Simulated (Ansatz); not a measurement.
# Pd (diamond type): how the settings move a single-point run

Question: which choices in the input matter for Pd (diamond type)?

Program: Ansatz 0.2.0. Level of theory: reference: DFT, PBEsol, all-electron PAW with datasets made for the crystal, scalar-relativistic. These are calculated values, not measurements.

1 further run of the same task is left out (it didn't finish). Runs told in other sessions of the task aren't counted.

**1. The starting structure**

It takes space group Fd-3m (No. 227, cubic). Conventional cell: a = 4.189 Å, b = 4.189 Å, c = 4.189 Å, α = 90.00°, β = 90.00°, γ = 90.00°. Around Pd (site symmetry -43m) lie 4 Pd at 1.81 Å.

Coordinates:

```
Pd
1.0
     0.00000    2.09452    2.09452
     2.09452    0.00000    2.09452
     2.09452    2.09452    0.00000
Pd
2
Direct
  0.87500 0.87500 0.87500
  0.12500 0.12500 0.12500
```

**2. Baseline**

input.yaml

```yaml
crystal:
  lattice:
    - [0.0, 2.0945211676, 2.0945211676]
    - [2.0945211676, 0.0, 2.0945211676]
    - [2.0945211676, 2.0945211676, 0.0]
  atoms:
    - { symbol: Pd, position: [-0.125, -0.125, -0.125] }
    - { symbol: Pd, position: [0.125, 0.125, 0.125] }
kpoints:
  mp_grid: { grid: [12, 12, 12] }
scf:
  occupations: { method: fermi_dirac, width: 0.05 }
hamiltonian:
  xc: pbesol
  pseudopotentials: { kind: all_electron, datasets: crystal }
output:
  forces: true
  stress: true
  eigenvalues: true
```

Launch:

```sh
ansatz run input.yaml --threads 1 --pin off --max-ram 2048MiB --backend cpu --events-out ev --progress --plain --runs-dir out
```

**3. A run with other settings**

Changes to input.yaml since step 2:

```diff
@@ -19 +19,2 @@
   eigenvalues: true
+accuracy: low
```

(Steps that only read results are left out.)

What does the calculation give? Wanted: for each run, ending; energy change.

As calculated:

```tsv
run	ending	energy change	cycles	time
reference	converged	-	9	18 s
1: accuracy low	refused	-	-	0.04 s
```

Residual by cycle in the longest SCF loop of each run; runs are numbered as in the table. The quantity is the density residual dr2, in eV.

```tsv
cycle	reference
1	0.305
2	0.0979
3	0.00356
4	6.8e-4
5	4.7e-5
6	3.4e-6
7	6.2e-8
8	6.6e-8
9	3.3e-9
```

**Reading.** With the changed accuracy level the run ends refused. The structure is not at rest: the sound run finds 767 GPa, so these are no properties of the relaxed crystal.  1 of the 1 altered inputs did not end normally.
